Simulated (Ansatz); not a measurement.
# Cl2NbO2 ([NbO2Cl2]-): the cost of one run

Computed with Ansatz 0.2.0, Gaussian basis. Level: the settings change from run to run.

1 further run of the same task is left out (set aside as unsound or not needed). Runs told in other sessions of the task aren't counted.

## 1. The geometry

An earlier PBE0-D4/def2-SVPD relaxation fixed the geometry. Nb takes a core potential in def2 sets; no spin-orbit term is included.

5 atoms, charge -1, spin multiplicity 1.

Atoms are counted from 1 here; the program's logs count them from 0.

Bond lengths: Nb1–O2 1.727 Å, Nb1–O3 1.727 Å, Nb1–Cl4 2.406 Å, Nb1–Cl5 2.406 Å. Angles: O2–Nb1–O3 106.9°, O2–Nb1–Cl4 109.8°, O2–Nb1–Cl5 109.8°, O3–Nb1–Cl4 109.8°, O3–Nb1–Cl5 109.8°, Cl4–Nb1–Cl5 110.7°.

## 2. PBE0/def2-TZVPP

in.yaml reads:

```yaml
crystal:
  periodic: [false, false, false]
  atoms:
    - {symbol: Nb, position_ang: [0.111567, -0.000158, 0.078145]}
    - {symbol: O, position_ang: [0.157728, -0.014903, 1.803993]}
    - {symbol: O, position_ang: [1.749352, 0.008537, -0.468172]}
    - {symbol: Cl, position_ang: [-1.015530, 1.981625, -0.689648]}
    - {symbol: Cl, position_ang: [-1.003117, -1.975101, -0.724318]}
basis:
  gaussian: {orbitals: def2-TZVPP}
total_charge: -1
hamiltonian: {xc: {name: PBE0}}
scf: {omitted_lower_state_checks: [starts]}
output: {forces: true}
```

Started as:

```
$ ansatz run in.yaml --threads 4 --pin off --events-out ev --progress --plain --max-ram 3916MiB
```

**Question.** How long does this run take on 4 threads of Arm Neoverse V1, shared host, and how much memory does it need?

About 3.5 s, with a peak of 0.56 GiB.
